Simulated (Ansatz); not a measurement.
Zn3H:

```
CELL_PARAMETERS angstrom
0.00000 2.99658 2.99658
2.99658 0.00000 2.99658
2.99658 2.99658 0.00000
ATOMIC_POSITIONS crystal
Zn 0.50000 0.50000 0.50000
Zn 0.25000 0.25000 0.25000
Zn 0.75000 0.75000 0.75000
H 0.00000 0.00000 0.00000
```

The cell was built by a generator and needn't be a form met in nature.

Base run:

```yaml
Program: Ansatz 0.2.0
Functional: PBE
Potentials_or_basis: Ansatz PAW
Cutoff: 420 eV
Density_cutoff: 1680 eV
k_mesh: 6 × 6 × 6
Occupations: fermi-dirac, width 0.05 eV
Spin: no spin polarisation
```

Its results: band gap on the k mesh none (metal or under the smearing width); pressure 0.0 GPa.

**Question.** The run is repeated on the same cell with these changes: functional from PBE to PBEsol. What comes out?

**Answer.** Band gap on the k mesh none (metal or under the smearing width); pressure -4.5 GPa.

PBEsol binds more tightly than PBE, so the same cell stands under less pressure.

Caveats: the PAW data sets come from PBE, with cores solved anew for the run's functional, which leaves a small shift of forces and pressure (some runs).

Not every run made on this cell is shown here.
